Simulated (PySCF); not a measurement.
**[BiF2]+: forces at shaken geometries**

Aim: move all atoms of relaxed [BiF2]+ at random and read energies and forces. It is a constructed species; whether it can be made isn't addressed.

The runs use PySCF 2.14.0; PBE0, Bi def2-SVP with ECP60, F def2-SVP; scalar-relativistic core potentials, no spin–orbit coupling.

### Step 1. Where the work starts

3 atoms, charge 1, spin multiplicity 1.

Bond lengths: Bi1–F2 1.975 Å, Bi1–F3 1.975 Å. Angles: F2–Bi1–F3 95.4°.

Geometry (Å):

| atom | x (Å) | y (Å) | z (Å) |
| --- | --- | --- | --- |
| Bi1 | 0.0000 | 0.0000 | -0.4756 |
| F2 | 1.4602 | 0.0000 | 0.8539 |
| F3 | -1.4602 | 0.0000 | 0.8539 |

Formal oxidation states: Bi +3. An earlier session relaxed this geometry at PBE0, Bi def2-SVP with ECP60, F def2-SVP (singlet, point group C2v).

Its energy there is -413.678060 Eh.

### Step 2. Atoms moved at random, σ = 0.15 Å

Contents of run.py (the lines that set the calculation):

```python
mol = gto.M(atom='''
Bi    -0.32732     0.17982    -0.29550
F      1.56250    -0.33481     0.54549
F     -1.23518     0.15499     0.98232''',
    basis={'Bi': 'def2-SVP', 'F': 'def2-SVP'},
    ecp={'Bi': 'def2-SVP'},
    charge=1, spin=0)
mf = dft.RKS(mol, xc='PBE0')
mf.grids.atom_grid = (50, 194)
mf = mf.density_fit()  # fitting sets: Bi def2-universal-JKFIT, F def2-universal-JKFIT
mf.conv_tol = 1e-08; mf.max_cycle = 55
mf.kernel(dm0)  # dm0: the density of the relaxed state
```

The run is started by

```
> OMP_NUM_THREADS=2 python run.py
```

### Step 3. Atoms moved at random, σ = 0.03 Å

run.py (the lines that set the calculation): that of step 2 with these lines changed.

```diff
@@ -1,5 +1,5 @@
 mol = gto.M(atom='''
-Bi    -0.32732     0.17982    -0.29550
-F      1.56250    -0.33481     0.54549
-F     -1.23518     0.15499     0.98232''',
+Bi     0.02862     0.02970    -0.45404
+F      1.41656    -0.04844     0.85720
+F     -1.44518     0.01874     0.82915''',
     basis={'Bi': 'def2-SVP', 'F': 'def2-SVP'},
```

### Step 4. Atoms moved at random, σ = 0.06 Å

run.py (the lines that set the calculation): that of step 3 with these lines changed.

```diff
@@ -1,5 +1,5 @@
 mol = gto.M(atom='''
-Bi     0.02862     0.02970    -0.45404
-F      1.41656    -0.04844     0.85720
-F     -1.44518     0.01874     0.82915''',
+Bi    -0.07490     0.08864    -0.46434
+F      1.46362    -0.06448     0.79280
+F     -1.38872    -0.02416     0.90384''',
     basis={'Bi': 'def2-SVP', 'F': 'def2-SVP'},
```

Q: Predict the outcome of this session. Wanted: for each run, σ; energy rise; harmonic estimate −½ F·u; largest force component.

**Answer**, as computed:

| σ (Å) | energy rise (eV) | harmonic estimate −½ F·u (eV) | largest force component (eV/Å) |
| --- | --- | --- | --- |
| 0.03 | 0.075 | 0.074 | 1.92 |
| 0.06 | 0.106 | 0.095 | 2.13 |
| 0.15 | 5.110 | 6.403 | 27.13 |

Every displacement raises the energy. For a harmonic well the rise equals −½ F·u; at σ = 0.15 Å the two differ by 25 %, from anharmonicity and the small forces left at the relaxed point. The bases are small and lack diffuse functions. Spin–orbit coupling is left out.
